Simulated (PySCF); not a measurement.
# Yb(OH)2: other functionals and bases at one geometry

How far do other levels of theory move the description of Yb(OH)2, and what does each cost? It is a constructed species; whether it can be made isn't addressed.

Method: several levels, as the steps say, no spin–orbit coupling; program: PySCF 2.14.0.

1 further run of the same task is left out (for a known fault of the program).

### 1 Where the work starts

5 atoms, charge 0, spin multiplicity 1.

Bond lengths: Yb1–O2 2.117 Å, Yb1–O4 2.117 Å, O2–H3 0.957 Å, O4–H5 0.957 Å. Angles: O2–Yb1–O4 149.2°, Yb1–O2–H3 171.4°, Yb1–O4–H5 171.4°.

As a file:

```mol
H2O2Yb
  3D, bonds by distance, orders not assigned

  5  4  0  0  0  0  0  0  0  0999 V2000
    0.0000   -0.0000    0.0026 Yb  0  0
    2.0407   -0.0414    0.5652 O   0  0
    2.9153   -0.0587    0.9539 H   0  0
   -2.0407    0.0414    0.5652 O   0  0
   -2.9153    0.0587    0.9539 H   0  0
  1  2  8  0
  1  4  8  0
  2  3  8  0
  4  5  8  0
M  END
```

Formal oxidation states: Yb +2. Each metal's 14 4f electrons lie in its core potential, so multiplicities, spins and levels count the valence alone. An earlier session relaxed this geometry at PBE0, Yb lcecp-0-SVP with ECP60, O def2-SVP, H def2-SVP (singlet, point group C2v).

At PBE0 on the finer grid: E = -184.425306 Eh, frontier levels not given, since the 4f levels lie in the core, Mulliken charge on Yb1 +0.88 e, largest force component 0.002 eV/Å. 

Levels to run: revPBE; BLYP; PBE0, TZVP. Hardware: 2 threads of Intel Xeon Platinum 8259CL at 2.50GHz (Skylake/Cascade Lake), shared host.

### 2 revPBE

run.py (the lines that set the calculation) reads:

```python
mol = gto.M(atom='''
Yb     0.00000     0.00000     0.00263
O      2.04072    -0.04136     0.56519
H      2.91527    -0.05874     0.95393
O     -2.04072     0.04136     0.56519
H     -2.91527     0.05874     0.95393''',
    basis={'Yb': 'lcecp-0-SVP', 'O': 'def2-SVP', 'H': 'def2-SVP'},
    ecp={'Yb': 'lcecp-0-SVP'},
    charge=0, spin=0)
mf = dft.RKS(mol, xc='PBE_R,PBE')
mf.grids.atom_grid = (75, 302)  # f atoms: unpruned, at least (60, 302)
mf = mf.density_fit()  # fitting sets: Yb AutoAux, O def2-universal-JKFIT, H def2-universal-JKFIT
mf.conv_tol = 1e-08; mf.max_cycle = 55
mf.kernel(dm0)  # dm0: the density of the relaxed state
```

Started as:

```
> OMP_NUM_THREADS=2 python run.py
```

### 3 BLYP

run.py (the lines that set the calculation): that of step 2 with these lines changed.

```diff
@@ -9,3 +9,3 @@
     charge=0, spin=0)
-mf = dft.RKS(mol, xc='PBE_R,PBE')
+mf = dft.RKS(mol, xc='BLYP')
 mf.grids.atom_grid = (75, 302)  # f atoms: unpruned, at least (60, 302)
```

### 4 PBE0, TZVP

Basis: Yb lcecp-0-TZVP with ECP60, O def2-TZVP, H def2-TZVP. 

run.py (the lines that set the calculation) reads:

```python
mol = gto.M(atom='''
Yb     0.00000     0.00000     0.00263
O      2.04072    -0.04136     0.56519
H      2.91527    -0.05874     0.95393
O     -2.04072     0.04136     0.56519
H     -2.91527     0.05874     0.95393''',
    basis={'Yb': 'lcecp-0-TZVP', 'O': 'def2-TZVP', 'H': 'def2-TZVP'},
    ecp={'Yb': 'lcecp-0-TZVP'},
    charge=0, spin=0)
mf = dft.RKS(mol, xc='PBE0')
mf.grids.atom_grid = (75, 302)  # f atoms: unpruned, at least (60, 302)
mf = mf.density_fit()  # fitting sets: Yb AutoAux, O def2-universal-JKFIT, H def2-universal-JKFIT
mf.conv_tol = 1e-08; mf.max_cycle = 55
mf.kernel(dm0)  # dm0: free metal ions and neutral atoms
```

Before running it: what results should come out? Wanted: for each run, charge on Yb1; dipole; largest force.

The runs gave:

| level | state | charge on Yb1 (e) | dipole (D) | largest force (eV/Å) | basis functions | time |
| --- | --- | --- | --- | --- | --- | --- |
| PBE0 (relaxed here) | singlet | 0.88 | 2.35 | 0.00 | 69 | 7.4 s |
| revPBE | singlet | 0.74 | 2.24 | 0.56 | 69 | 4 s |
| BLYP | singlet | 0.69 | 2.21 | 0.65 | 69 | 3.9 s |
| PBE0, TZVP | singlet | 1.26 | 2.48 | 0.23 | 121 | 9.1 s |

Times are on 2 threads of Intel Xeon Platinum 8259CL at 2.50GHz (Skylake/Cascade Lake), shared host; the first row also made further properties.

The largest leftover force, 0.65 eV/Å with BLYP, stands at a geometry relaxed at another level. The Mulliken charge on Yb spans +0.69 to +1.26 e over the levels. With 4f in the core, its levels are missing from HOMO and gap. Total energies of different levels can't be compared. Spin–orbit coupling is left out throughout.
